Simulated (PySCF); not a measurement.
# C₇H₅O₃ radical: open-shell or spin-flip excitations

Wanted: open-shell or spin-flip excitations for C₇H₅O₃ radical (`[O]c1cccc(C(=O)O)c1`).

Computed with PySCF 2.14.0 and routines of our own; the level stands in each step. Atoms count from 0.

## 1. The starting structure

15 atoms, charge 0, multiplicity 2; geometry from: GFN2-xTB.

## 2. Open-shell or spin-flip excitations: unrestricted TDA CAM-B3LYP/def2-SVP

Job settings and geometry (Å):

```
{"job": {"kind": "uabs", "xc": "CAM-B3LYP", "basis": "def2-SVP", "nstates": 10, "tda": true}, "charge": 0, "multiplicity": 2}
O     -1.791891     2.508332    -0.210869
C     -1.327273     1.370264    -0.089014
C     -2.173937     0.210751     0.136401
C     -1.646478    -1.044279     0.270599
C     -0.269284    -1.247429     0.193877
C      0.596366    -0.161627    -0.024133
C      2.056186    -0.449062    -0.097912
O      2.533053    -1.548934     0.018531
O      2.798706     0.641249    -0.308911
C      0.100565     1.110563    -0.162369
H     -3.237779     0.386875     0.193114
H     -2.296031    -1.891213     0.437686
H      0.159259    -2.232701     0.299570
H      3.738579     0.403381    -0.349422
H      0.755545     1.951819    -0.329061
```

With the program's defaults for keys left out, this is: unrestricted TDA CAM-B3LYP/def2-SVP, vertical, gas phase, core orbitals frozen in the response.

Started as:

```sh
> OMP_NUM_THREADS=1 python excited_run.py task.json out
```

The driver reads the jobs from task.json and runs them one after another.

Output:

```text
coarse grid: 13960 points
cycle   1  E = -494.3721104818  dE =  2.327e+00  |g| = 8.845e-01  |ddm| = 3.568e+00
cycle   2  E = -493.8268769361  dE =  5.452e-01  |g| = 1.501e+00  |ddm| = 3.371e+00
cycle   3  E = -494.6926833919  dE = -8.658e-01  |g| = 1.535e-01  |ddm| = 2.484e+00
cycle   4  E = -494.7015865945  dE = -8.903e-03  |g| = 8.379e-02  |ddm| = 2.123e-01
cycle   5  E = -494.7050688833  dE = -3.482e-03  |g| = 2.278e-02  |ddm| = 1.118e-01
cycle   6  E = -494.7058398268  dE = -7.709e-04  |g| = 1.413e-02  |ddm| = 5.056e-02
cycle   7  E = -494.7063348273  dE = -4.950e-04  |g| = 7.359e-03  |ddm| = 4.615e-02
cycle   8  E = -494.7064887847  dE = -1.540e-04  |g| = 3.363e-03  |ddm| = 3.435e-02
cycle   9  E = -494.7065041196  dE = -1.533e-05  |g| = 1.423e-03  |ddm| = 7.506e-03
cycle  10  E = -494.7065074232  dE = -3.304e-06  |g| = 7.999e-04  |ddm| = 3.805e-03
final grid: 138944 points
cycle  11  E = -494.8165931061  dE = -3.613e-05  |g| = 2.045e-03  |ddm| = 2.299e-02
cycle  12  E = -494.8165925261  dE =  5.800e-07  |g| = 2.692e-03  |ddm| = 5.205e-03
cycle  13  E = -494.8165954261  dE = -2.900e-06  |g| = 4.497e-04  |ddm| = 2.990e-03
cycle  14  E = -494.8165955552  dE = -1.291e-07  |g| = 1.952e-04  |ddm| = 5.951e-04
cycle  15  E = -494.8165956155  dE = -6.030e-08  |g| = 9.798e-05  |ddm| = 3.987e-04
cycle  16  E = -494.8165956372  dE = -2.168e-08  |g| = 6.205e-05  |ddm| = 2.560e-04
cycle  17  E = -494.8165956522  dE = -1.501e-08  |g| = 2.870e-05  |ddm| = 3.023e-04
cycle  18  E = -494.8165956536  dE = -1.395e-09  |g| = 1.087e-05  |ddm| = 9.588e-05
cycle  19  E = -494.8165956539  dE = -2.608e-10  |g| = 8.185e-06  |ddm| = 2.960e-05
converged SCF energy = -494.8165956539

Static polarisability (au): isotropic 77.391, principal 35.163 88.732 108.277

<S^2> of the reference = 0.8231 (exact 0.7500)

Excitations
state   eV       nm        f      <S^2>   main configurations
  1   1.2840    965.6   0.00000   0.900   Hb->Lb 0.90
  2   2.8976    427.9   0.00407   0.834   H-1b->Lb 0.87, Ha->La 0.09
  3   3.9090    317.2   0.02766   0.880   H-3b->Lb 0.42, Ha->La 0.28, Ha->L+1a 0.14
  4   4.4726    277.2   0.05217   1.638   Ha->La 0.39, H-2a->La 0.17, H-1b->L+1b 0.14, H-3b->Lb 0.08
  5   4.5231    274.1   0.00014   1.377   H-2b->Lb 0.64, H-3a->La 0.10
  6   4.5274    273.9   0.02634   1.800   H-2a->La 0.30, H-1b->L+1b 0.18, Ha->L+1a 0.15, Ha->La 0.15
  7   4.6628    265.9   0.00010   1.935   H-1a->La 0.32, H-3a->La 0.31, H-2b->Lb 0.20
  8   5.1823    239.2   0.00008   1.227   Hb->L+1b 0.51, H-5b->Lb 0.25
  9   5.3294    232.6   0.00008   1.826   H-1a->La 0.37, H-2b->L+1b 0.17, H-3a->La 0.14, H-5b->Lb 0.11
 10   5.4513    227.4   0.00000   1.440   H-5b->Lb 0.42, H-3a->La 0.16, Hb->L+1b 0.12, H-1a->La 0.12
```

Run time: 75 s. Hardware: 1 thread of Intel Xeon Platinum 8488C, shared host; peak memory 0.71 GiB.

From this job:

| quantity | value |
| --- | --- |
| ⟨S²⟩ | 0.823 |

Löwdin spin populations:

O0 0.42; C1 -0.08; C2 0.29; C3 -0.14; C4 0.35; C5 -0.13; C6 0.01; O7 -0.02; O8 0.00; C9 0.30; H10 0.00; H11 0.00; H12 0.00; H13 0.00; H14 0.00

## 3. Open-shell or spin-flip excitations: unrestricted TDDFT r2SCAN/3-21G

The job, as its differences from that of step 2:

```diff
@@ -1,2 +1,2 @@
-{"job": {"kind": "uabs", "xc": "CAM-B3LYP", "basis": "def2-SVP", "nstates": 10, "tda": true}, "charge": 0, "multiplicity": 2}
+{"job": {"kind": "uabs", "xc": "r2SCAN", "basis": "3-21G", "nstates": 4, "tda": false, "grid": 4}, "charge": 0, "multiplicity": 2}
 O     -1.791891     2.508332    -0.210869
```

Level: unrestricted TDDFT r2SCAN/3-21G, vertical, gas phase, core orbitals frozen in the response.

Output:

```text
coarse grid: 64160 points
cycle   1  E = -492.1219827932  dE =  1.750e+00  |g| = 8.265e-01  |ddm| = 3.399e+00
cycle   2  E = -488.8446600338  dE =  3.277e+00  |g| = 2.374e+00  |ddm| = 3.611e+00
cycle   3  E = -492.1130270095  dE = -3.268e+00  |g| = 7.244e-01  |ddm| = 3.182e+00
cycle   4  E = -492.3909368581  dE = -2.779e-01  |g| = 1.402e-01  |ddm| = 8.730e-01
cycle   5  E = -492.3727164855  dE =  1.822e-02  |g| = 2.406e-01  |ddm| = 3.934e-01
cycle   6  E = -492.4026639602  dE = -2.995e-02  |g| = 4.226e-02  |ddm| = 2.736e-01
cycle   7  E = -492.4034207650  dE = -7.568e-04  |g| = 2.400e-02  |ddm| = 6.614e-02
cycle   8  E = -492.4037824166  dE = -3.617e-04  |g| = 1.167e-02  |ddm| = 3.506e-02
cycle   9  E = -492.4038956411  dE = -1.132e-04  |g| = 6.756e-03  |ddm| = 3.036e-02
cycle  10  E = -492.4039377172  dE = -4.208e-05  |g| = 2.754e-03  |ddm| = 1.704e-02
cycle  11  E = -492.4039432432  dE = -5.526e-06  |g| = 1.056e-03  |ddm| = 5.172e-03
final grid: 363576 points
cycle  12  E = -492.4047287186  dE = -9.944e-07  |g| = 2.619e-03  |ddm| = 5.779e-03
cycle  13  E = -492.4047196451  dE =  9.074e-06  |g| = 5.356e-03  |ddm| = 8.549e-03
cycle  14  E = -492.4047308314  dE = -1.119e-05  |g| = 1.160e-03  |ddm| = 6.704e-03
cycle  15  E = -492.4047313949  dE = -5.635e-07  |g| = 2.259e-04  |ddm| = 1.293e-03
cycle  16  E = -492.4047314187  dE = -2.384e-08  |g| = 6.010e-05  |ddm| = 3.017e-04
cycle  17  E = -492.4047314196  dE = -8.783e-10  |g| = 6.433e-05  |ddm| = 1.426e-04
cycle  18  E = -492.4047314221  dE = -2.496e-09  |g| = 1.918e-05  |ddm| = 1.224e-04
cycle  19  E = -492.4047314223  dE = -2.137e-10  |g| = 9.344e-06  |ddm| = 3.470e-05
converged SCF energy = -492.4047314223

Static polarisability (au): isotropic 69.322, principal 21.419 83.859 102.689

<S^2> of the reference = 0.7964 (exact 0.7500)

Excitations
state   eV       nm        f      <S^2>   main configurations
  1   0.9291   1334.5   0.00000   0.814   Hb->Lb 0.99
  2   2.3679    523.6   0.00002   0.800   H-1b->Lb 1.00
  3   2.5228    491.5   0.00154   0.806   H-2b->Lb 0.91
  4   3.4441    360.0   0.01003   0.803   H-3b->Lb 0.94
```

Wall time 76 s (1 thread of Intel Xeon Platinum 8488C, shared host); peak memory 0.52 GiB.

From this job:

```
quantity  value
    ⟨S²⟩  0.796
```

## 4. Open-shell or spin-flip excitations: unrestricted TDA LDA/cc-pVDZ

The job, as its differences from that of step 3:

```diff
@@ -1,2 +1,2 @@
-{"job": {"kind": "uabs", "xc": "r2SCAN", "basis": "3-21G", "nstates": 4, "tda": false, "grid": 4}, "charge": 0, "multiplicity": 2}
+{"job": {"kind": "uabs", "xc": "LDA", "basis": "cc-pVDZ", "nstates": 6, "tda": true}, "charge": 0, "multiplicity": 2}
 O     -1.791891     2.508332    -0.210869
```

Method: unrestricted TDA LDA/cc-pVDZ, vertical, gas phase, core orbitals frozen in the response.

Output:

```text
coarse grid: 13960 points
cycle   1  E = -491.0560330445  dE =  1.880e+00  |g| = 8.887e-01  |ddm| = 6.098e+00
cycle   2  E = -487.3533448694  dE =  3.703e+00  |g| = 2.583e+00  |ddm| = 5.153e+00
cycle   3  E = -490.9611774153  dE = -3.608e+00  |g| = 8.714e-01  |ddm| = 4.306e+00
cycle   4  E = -491.3605683429  dE = -3.994e-01  |g| = 1.613e-01  |ddm| = 1.353e+00
cycle   5  E = -491.3172734227  dE =  4.329e-02  |g| = 3.212e-01  |ddm| = 6.643e-01
cycle   6  E = -491.3737433223  dE = -5.647e-02  |g| = 5.644e-02  |ddm| = 4.772e-01
cycle   7  E = -491.3748518763  dE = -1.109e-03  |g| = 2.959e-02  |ddm| = 1.043e-01
cycle   8  E = -491.3751904225  dE = -3.385e-04  |g| = 1.362e-02  |ddm| = 4.923e-02
cycle   9  E = -491.3752679660  dE = -7.754e-05  |g| = 3.570e-03  |ddm| = 2.400e-02
cycle  10  E = -491.3752713432  dE = -3.377e-06  |g| = 2.972e-03  |ddm| = 9.461e-03
final grid: 138944 points
cycle  11  E = -491.3812414307  dE = -1.569e-05  |g| = 8.094e-03  |ddm| = 4.493e-02
cycle  12  E = -491.3810909464  dE =  1.505e-04  |g| = 1.974e-02  |ddm| = 3.857e-02
cycle  13  E = -491.3812625973  dE = -1.717e-04  |g| = 4.429e-03  |ddm| = 2.989e-02
cycle  14  E = -491.3812711125  dE = -8.515e-06  |g| = 9.112e-04  |ddm| = 7.058e-03
cycle  15  E = -491.3812715213  dE = -4.089e-07  |g| = 2.123e-04  |ddm| = 1.601e-03
cycle  16  E = -491.3812715341  dE = -1.280e-08  |g| = 1.614e-04  |ddm| = 5.283e-04
cycle  17  E = -491.3812715470  dE = -1.282e-08  |g| = 3.220e-05  |ddm| = 2.531e-04
cycle  18  E = -491.3812715472  dE = -2.850e-10  |g| = 2.339e-05  |ddm| = 7.569e-05
converged SCF energy = -491.3812715472

Static polarisability (au): isotropic 81.160, principal 32.033 95.759 115.688

<S^2> of the reference = 0.7561 (exact 0.7500)

Excitations
state   eV       nm        f      <S^2>   main configurations
  1   0.4765   2602.0   0.00000   0.758   Hb->Lb 1.00
  2   1.6352    758.2   0.00000   0.757   H-1b->Lb 1.00
  3   2.1843    567.6   0.00201   0.759   H-2b->Lb 0.89, Ha->La 0.10
  4   2.8824    430.1   0.00635   0.757   H-3b->Lb 0.98
  5   3.0338    408.7   0.00001   2.649   Hb->L+1b 0.72, H-1a->La 0.28
  6   3.1682    391.3   0.00005   0.860   H-1a->La 0.72, Hb->L+1b 0.28
```

It took 32 s on 1 thread of Intel Xeon Platinum 8488C, shared host; peak memory 0.61 GiB.

In short:

| quantity | value |
| --- | --- |
| ⟨S²⟩ | 0.756 |

## 5. Open-shell or spin-flip excitations: unrestricted TDA revPBE/def2-SVP

The job, as its differences from that of step 4:

```diff
@@ -1,2 +1,2 @@
-{"job": {"kind": "uabs", "xc": "LDA", "basis": "cc-pVDZ", "nstates": 6, "tda": true}, "charge": 0, "multiplicity": 2}
+{"job": {"kind": "uabs", "xc": "revPBE", "basis": "def2-SVP", "nstates": 25, "tda": true, "scf": {"guess": "1e", "max_cycle": 50}}, "charge": 0, "multiplicity": 2}
 O     -1.791891     2.508332    -0.210869
```

Level: unrestricted TDA revPBE/def2-SVP, vertical, gas phase, core orbitals frozen in the response.

Output:

```text
final grid: 138944 points
cycle   1  E = -296.8500653081  dE =  1.198e+02  |g| = 1.002e+01  |ddm| = 2.166e+02
cycle   2  E = -139.8233021561  dE =  1.570e+02  |g| = 1.320e+01  |ddm| = 2.189e+02
cycle   3  E = -404.5579975946  dE = -2.647e+02  |g| = 9.953e+00  |ddm| = 4.646e+01
cycle   4  E = -461.9350701268  dE = -5.738e+01  |g| = 5.776e+00  |ddm| = 4.344e+01
cycle   5  E = -443.6825515216  dE =  1.825e+01  |g| = 7.113e+00  |ddm| = 3.452e+01
cycle   6  E = -485.3589440518  dE = -4.168e+01  |g| = 3.572e+00  |ddm| = 2.766e+01
cycle   7  E = -493.0571351646  dE = -7.698e+00  |g| = 1.752e+00  |ddm| = 9.669e+00
cycle   8  E = -489.7141408072  dE =  3.343e+00  |g| = 2.735e+00  |ddm| = 4.136e+00
cycle   9  E = -494.5646042112  dE = -4.850e+00  |g| = 8.869e-01  |ddm| = 3.211e+00
cycle  10  E = -494.6932993032  dE = -1.287e-01  |g| = 6.991e-01  |ddm| = 1.445e+00
cycle  11  E = -494.8890773034  dE = -1.958e-01  |g| = 1.883e-01  |ddm| = 7.950e-01
cycle  12  E = -494.9024754111  dE = -1.340e-02  |g| = 9.509e-02  |ddm| = 3.660e-01
cycle  13  E = -494.9055827921  dE = -3.107e-03  |g| = 5.971e-02  |ddm| = 1.746e-01
cycle  14  E = -494.9073341267  dE = -1.751e-03  |g| = 2.118e-02  |ddm| = 8.303e-02
cycle  15  E = -494.9075431084  dE = -2.090e-04  |g| = 1.145e-02  |ddm| = 3.176e-02
cycle  16  E = -494.9076133073  dE = -7.020e-05  |g| = 2.287e-03  |ddm| = 1.424e-02
cycle  17  E = -494.9076162724  dE = -2.965e-06  |g| = 2.360e-03  |ddm| = 5.575e-03
cycle  18  E = -494.9076189832  dE = -2.711e-06  |g| = 7.960e-04  |ddm| = 2.871e-03
cycle  19  E = -494.9076192278  dE = -2.446e-07  |g| = 6.531e-04  |ddm| = 1.962e-03
cycle  20  E = -494.9076193359  dE = -1.081e-07  |g| = 5.949e-04  |ddm| = 1.378e-03
cycle  21  E = -494.9076194884  dE = -1.526e-07  |g| = 2.236e-04  |ddm| = 8.253e-04
cycle  22  E = -494.9076195045  dE = -1.605e-08  |g| = 1.296e-04  |ddm| = 4.366e-04
cycle  23  E = -494.9076195109  dE = -6.385e-09  |g| = 7.031e-05  |ddm| = 1.986e-04
cycle  24  E = -494.9076195126  dE = -1.753e-09  |g| = 4.241e-05  |ddm| = 1.091e-04
cycle  25  E = -494.9076195133  dE = -6.282e-10  |g| = 3.324e-05  |ddm| = 6.989e-05
cycle  26  E = -494.9076195137  dE = -4.628e-10  |g| = 1.060e-05  |ddm| = 3.714e-05
converged SCF energy = -494.9076195137

Static polarisability (au): isotropic 81.074, principal 35.843 93.581 113.799

<S^2> of the reference = 0.7671 (exact 0.7500)

Excitations
state   eV       nm        f      <S^2>   main configurations
  1   0.6578   1884.8   0.00000   0.773   Hb->Lb 1.00
  2   1.8252    679.3   0.00000   0.769   H-1b->Lb 1.00
  3   2.2514    550.7   0.00182   0.771   H-2b->Lb 0.89, Ha->La 0.10
  4   3.0578    405.5   0.00769   0.770   H-3b->Lb 0.97
  5   3.1416    394.7   0.00000   2.623   H-1a->La 0.74, Hb->L+1b 0.25
  6   3.3026    375.4   0.00008   0.896   Hb->L+1b 0.75, H-1a->La 0.25
  7   3.3633    368.6   0.01831   0.773   Ha->La 0.51, H-4b->Lb 0.33, Ha->L+1a 0.09
  8   3.8827    319.3   0.04638   0.780   H-4b->Lb 0.36, Ha->La 0.35, Ha->L+1a 0.19
  9   3.9821    311.4   0.00005   2.480   H-2a->La 0.84, H-1b->L+1b 0.15
 10   4.1862    296.2   0.00024   2.651   H-3a->La 0.51, H-2b->L+1b 0.41
 11   4.2565    291.3   0.00001   0.827   H-5b->Lb 0.96
 12   4.3489    285.1   0.00000   1.750   H-1a->L+1a 0.42, H-6b->Lb 0.42, Hb->L+2b 0.12
 13   4.4050    281.5   0.00004   1.380   H-6b->Lb 0.50, H-1a->L+1a 0.25, H-1b->L+1b 0.14
 14   4.4151    280.8   0.00022   1.210   H-1b->L+1b 0.69, H-2a->La 0.12
 15   4.6387    267.3   0.00009   0.934   Hb->L+2b 0.77, H-1a->L+1a 0.22
 16   4.9461    250.7   0.00005   0.770   H-7b->Lb 1.00
 17   4.9758    249.2   0.00788   1.015   Ha->L+1a 0.27, H-8b->Lb 0.25, H-2b->L+1b 0.22, H-4a->La 0.09
 18   5.0323    246.4   0.00020   2.525   H-4a->La 0.49, H-3b->L+1b 0.36
 19   5.3288    232.7   0.00008   1.834   H-2a->L+1a 0.96
 20   5.3842    230.3   0.00147   0.815   H-9b->Lb 0.96
 21   5.4773    226.4   0.02838   1.066   H-8b->Lb 0.42, Ha->L+2a 0.19, Ha->L+1a 0.12
 22   5.6501    219.4   0.01529   2.530   H-3a->L+1a 0.45, H-2b->L+2b 0.37
 23   5.7103    217.1   0.00000   1.653   H-1b->L+2b 0.99
 24   5.9252    209.2   0.06755   1.642   H-4b->L+1b 0.37, H-3b->L+1b 0.15, H-2b->L+2b 0.08
 25   5.9807    207.3   0.00001   2.647   Hb->L+3b 0.71, H-1a->L+2a 0.28
```

It took 95 s on 1 thread of Intel Xeon Platinum 8488C, shared host; peak memory 0.61 GiB.

Despite a poor start guess, the SCF converged in 26 cycles.

Key values:

| quantity | value |
| --- | --- |
| ⟨S²⟩ | 0.767 |

## 6. Results

| quantity | value |
| --- | --- |
| lowest and brightest state of nearly pure spin, of 10 (step 2, unrestricted TDA CAM-B3LYP/def2-SVP) | 1.28 eV; 3.91 eV, f = 0.028 |
| lowest and brightest state of nearly pure spin, of 4 (step 3, unrestricted TDDFT r2SCAN/3-21G) | 0.93 eV; 3.44 eV, f = 0.010 |
| lowest and brightest state of nearly pure spin, of 6 (step 4, unrestricted TDA LDA/cc-pVDZ) | 0.48 eV; 2.88 eV, f = 0.006 |
| lowest and brightest state of nearly pure spin, of 25 (step 5, unrestricted TDA revPBE/def2-SVP) | 0.66 eV; 3.88 eV, f = 0.046 |

What this shows: States whose ⟨S²⟩ lies well above the reference's are mixtures of spin states, an artefact of the unrestricted response, and are left out of the summary. The lowest state of nearly pure spin runs from 0.48 to 1.28 eV over the runs.
